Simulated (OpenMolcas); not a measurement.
**One shape, several levels: BSiH4O2F (SMILES OB(F)O[SiH3])**

We compute a comparison of 6 runs (HF/6-31G*, BHLYP/6-31G*, BLYP/6-31G*, TPSS/6-31G*, revPBE/6-31G*, MP2/6-31G*) of BSiH4O2F. 

The calculation is run with OpenMolcas 26.06.

## 1. The system as given

The species is BSiH4O2F (9 atoms), meant as a singlet with charge 0. As SMILES, `OB(F)O[SiH3]`. The shape is that of a PBE0-D4/def2-TZVP optimisation. This is one conformer, not always the lowest.

Bond lengths: O1–B2 1.359 Å, B2–F3 1.334 Å, B2–O4 1.348 Å, O4–Si5 1.655 Å, O1–H6 0.960 Å, Si5–H7 1.480 Å, Si5–H8 1.484 Å, Si5–H9 1.484 Å. Some angles: O1–B2–F3 120.0°, O1–B2–O4 121.1°, F3–B2–O4 118.9°, B2–O4–Si5 131.9°, B2–O1–H6 113.4°, O4–Si5–H7 106.4°, O4–Si5–H8 110.2°, O4–Si5–H9 110.2°, H7–Si5–H8 110.1°, H7–Si5–H9 110.1°.

## 2. Energy and gradient at HF/6-31G(d) (spherical functions) (run 1)

Contents of job.inp:

```
>>> EXPORT MOLCAS_PRINT=2
&gateway
baslib
$CurrDir
coord
9
angstrom
O       -1.614100       0.556700       0.394000
B       -0.395400       1.157100       0.352700
F       -0.277300       2.450800       0.657900
O        0.708900       0.466900       0.006200
Si       0.934200      -1.114900      -0.425000
H       -2.322500       1.149900       0.654100
H        2.381900      -1.273900      -0.690900
H        0.154500      -1.427600      -1.647800
H        0.518200      -2.011000       0.681800
basis
6-31Gs
group
NoSym
&seward
&scf
thresholds
1e-10 1e-07 1e-07 1e-05
prorbitals
1 2
&alaska
```

The basis set 6-31G* is read from a file made from the Basis Set Exchange's data (not shown).

On the command line:

```sh
export MOLCAS_MEM=1860
pymolcas job.inp > job.log
```

Log:

```text
--- Start Module: gateway ---
[...]
--- Stop Module: gateway /rc=_RC_ALL_IS_WELL_ ---
[...]
      Basis functions           82
[...]
--- Start Module: scf ---
[...]
       Convergence after  14 Iterations
[...]
::    Total SCF energy                               -565.3041293093
[...]
      Total spin, S                                     0.0000000000
[...]
      Total electronic charge=   48.000000
      Total            charge=   -0.000000
[...]
      Dipole Moment (debye):
      Origin of the operator (angstrom)=    0.0295    0.4350    0.1051
                   X= -1.3139E+00               Y= -5.1253E-01               Z=  7.9265E-02           Total=  1.4125E+00
      Quadrupole Moment (debye*angstrom):
[...]
--- Stop Module: scf /rc=_RC_ALL_IS_WELL_ ---
[...]
--- Start Module: alaska ---
[...]
 *              Molecular gradients               *
 **************************************************
  Irreducible representation: a
 ------------------------------------------------------------------------------------------
                              X                       Y                       Z
 ------------------------------------------------------------------------------------------
  O1                3.05989358796488E-03   -1.35829012923141E-02   -3.89579696790943E-03
  B2               -2.73163959647826E-03   -6.41256012538172E-04    2.93426793149920E-04
  F3                2.74290187487192E-03    9.03329394841279E-03    1.82136093370300E-03
  O4                7.72067428965784E-03   -4.15271302888343E-03   -2.26625456167140E-03
  SI5              -1.13558589410623E-03    3.46764236232033E-03    1.04327902847867E-03
  H6               -9.93373778753037E-03    8.41943706167969E-03    3.67676929301375E-03
  H7                4.74094876339404E-03    3.87761726666658E-04   -6.45749827705266E-04
  H8               -2.82919765799017E-03   -4.95086088436736E-04   -3.87115392793858E-03
[...]
--- Stop Module: alaska /rc=_RC_ALL_IS_WELL_ ---
[...]
```

Wall time 6 s (1 thread of Intel Xeon 6975P-C (Granite Rapids), shared host); peak memory 0.45 GiB.

## 3. Energy and gradient at BHLYP/6-31G(d) (spherical functions) (run 2)

Contents of struct.xyz:

```xyz
9

O     -1.614100     0.556700     0.394000
B     -0.395400     1.157100     0.352700
F     -0.277300     2.450800     0.657900
O      0.708900     0.466900     0.006200
Si     0.934200    -1.114900    -0.425000
H     -2.322500     1.149900     0.654100
H      2.381900    -1.273900    -0.690900
H      0.154500    -1.427600    -1.647800
H      0.518200    -2.011000     0.681800
```

Contents of test.inp:

```
&GATEWAY
BasLib=$CurrDir
Coord=struct.xyz
Basis=6-31Gs
Group=NoSym
&SEWARD
GridInput
Grid=UltraFine
End of Grid
&SCF
KSDFT=HYB_GGA_XC_BHANDHLYP
Thresholds=1e-10 1e-07 1e-07 1e-05
PrOrbitals=1 1
&ALASKA
```

The basis set 6-31G* is read from a file made from the Basis Set Exchange's data (not shown).

On the command line:

```sh
export MOLCAS_MEM=1860
pymolcas test.inp > test.log
```

Log:

```text
--- Start Module: gateway ---
[...]
--- Stop Module: gateway /rc=_RC_ALL_IS_WELL_ ---
[...]
      Basis functions           82
[...]
--- Start Module: scf ---
[...]
       Convergence after  14 Iterations
[...]
::    Total KS-DFT energy                            -567.0948617875
[...]
      Total spin, S                                     0.0000000000
[...]
      Total electronic charge=   48.000000
      Total            charge=   -0.000000
[...]
      Dipole Moment (debye):
      Origin of the operator (angstrom)=    0.0295    0.4350    0.1051
                   X= -1.2953E+00               Y= -4.8818E-01               Z=  8.2360E-02           Total=  1.3867E+00
      Quadrupole Moment (debye*angstrom):
[...]
--- Stop Module: scf /rc=_RC_ALL_IS_WELL_ ---
[...]
--- Start Module: alaska ---
[...]
 *              Molecular gradients               *
 **************************************************
  Irreducible representation: a
 ------------------------------------------------------------------------------------------
                              X                       Y                       Z
 ------------------------------------------------------------------------------------------
  O1               -2.67352598881665E-03   -4.47604900132070E-03   -7.11460734502511E-04
  B2               -5.65484855534093E-04   -6.34126134646085E-04   -4.81896660683434E-05
  F3                1.55206523360207E-03    6.17894564094712E-03    1.29498438419340E-03
  O4                4.89562551269529E-03   -4.59544571289427E-03   -1.93106182877101E-03
  SI5               7.98303202103057E-05    3.40154251065705E-03    8.35360599586110E-04
  H6               -3.31144941139661E-03    1.69655181231931E-03    9.50020601671708E-04
  H7                3.84688621848639E-03    2.51506325205431E-04   -5.39847417412975E-04
  H8               -2.38472127264400E-03   -1.42420957928824E-04   -2.97987208006800E-03
[...]
--- Stop Module: alaska /rc=_RC_ALL_IS_WELL_ ---
[...]
```

Wall time 21 s (1 thread of Intel Xeon 6975P-C (Granite Rapids), shared host); peak memory 0.46 GiB.

Runs 3 to 5 aren't shown in full; the table further down has their settings and results.

## 4. A single-point energy at MP2/6-31G(d) (spherical functions) (run 6)

Contents of test.inp:

```
&gateway
  baslib=$CurrDir
  coord
  9
  bohr
  O     -3.05020694     1.05201053     0.74455209
  B     -0.74719771     2.18660210     0.66650640
  F     -0.52402105     4.63134079     1.24325082
  O      1.33962685     0.88231313     0.01171630
  Si     1.76538215    -2.10685566    -0.80313360
  H     -4.38888892     2.17299607     1.23606986
  H      4.50113866    -2.40732211    -1.30561178
  H      0.29196269    -2.69777302    -3.11389071
  H      0.97925608    -3.80023924     1.28841527
  basis=6-31Gs
  group=NoSym

&seward

&scf
  thresholds=1e-10 1e-07 1e-07 1e-05
  prorbitals=1

&mbpt2
  frozen=9
```

The basis set 6-31G* is read from a file made from the Basis Set Exchange's data (not shown).

On the command line:

```sh
export MOLCAS_MEM=1860
pymolcas test.inp > test.log
```

Log:

```text
--- Start Module: gateway ---
[...]
--- Stop Module: gateway /rc=_RC_ALL_IS_WELL_ ---
[...]
      Basis functions           82
[...]
--- Start Module: scf ---
[...]
       Convergence after  15 Iterations
[...]
::    Total SCF energy                               -565.3041293093
[...]
      Total spin, S                                     0.0000000000
[...]
      Total electronic charge=   48.000000
      Total            charge=   -0.000000
[...]
      Dipole Moment (debye):
      Origin of the operator (angstrom)=    0.0295    0.4350    0.1051
                   X= -1.3139E+00               Y= -5.1253E-01               Z=  7.9265E-02           Total=  1.4125E+00
      Quadrupole Moment (debye*angstrom):
[...]
--- Stop Module: scf /rc=_RC_ALL_IS_WELL_ ---
[...]
--- Start Module: mbpt2 ---
[...]
WARNING!
Default frozen orbitals as non valence orbitals is overwritten by user input.
Default values:   6
[...]
       Reference weight ( Cref**2 )         =        0.84373
::    Total MBPT2 energy                             -565.9708449965
[...]
      Total MBPT2 calculations                           0.18      0.21
--- Stop Module: mbpt2 /rc=_RC_ALL_IS_WELL_ ---
[...]
```

It took 4.8 s on 1 thread of Intel Xeon 6975P-C (Granite Rapids), shared host; peak memory 0.45 GiB.

## 5. Overview of the runs

| run | level | integration grid | task | energy (Eh) | dipole moment (D) of the reference | HOMO energy (eV) | LUMO energy (eV) | wall time |
| --- | --- | --- | --- | --- | --- | --- | --- | --- |
| 1 | HF/6-31G* (spherical functions) | – | gradient | -565.304129 | 1.41 | -12.71 | 3.72 | 6 s |
| 2 | BHLYP/6-31G* (spherical functions) | UltraFine | gradient | -567.094862 | 1.39 | -10.45 | 1.44 | 21 s |
| 3 | BLYP/6-31G* (spherical functions) | UltraFine | gradient | -567.141963 | 1.34 | -7.28 | -0.15 | 22 s |
| 4 | TPSS/6-31G* (spherical functions) | UltraFine | gradient | -567.253797 | 1.35 | -7.62 | -0.09 | 30 s |
| 5 | revPBE/6-31G* (spherical functions) | UltraFine | gradient | -567.037436 | 1.33 | -7.39 | -0.20 | 22 s |
| 6 | MP2/6-31G* (spherical functions) | – | energy | -565.970845 | 1.41 | -12.71 | 3.72 | 4.8 s |

## 6. Outcome

```
                                          quantity          value
                               run 6: total energy  -565.97084 Eh
         run 6: dipole moment (mean-field density)         1.41 D
        run 6: HOMO energy (Hartree–Fock orbitals)      -12.71 eV
        run 6: LUMO energy (Hartree–Fock orbitals)        3.72 eV
      run 6: HOMO–LUMO gap (Hartree–Fock orbitals)       16.43 eV
run 6: correlation energy (9 core orbitals frozen)     -666.7 mEh
```

**Reading.** Over runs 1, 2, 3, 4, 5 the dipole moment (its size) runs from 1.33 D (revPBE/6-31G*) to 1.41 D (HF/6-31G*). Over runs 1, 2, 3, 4, 5 the HOMO–LUMO gap runs from 7.13 eV (BLYP/6-31G*) to 16.43 eV (HF/6-31G*). Exact exchange widens orbital gaps. Totals of different functionals can't be ranked against each other. All runs together took 1.8 min, the longest 30 s.
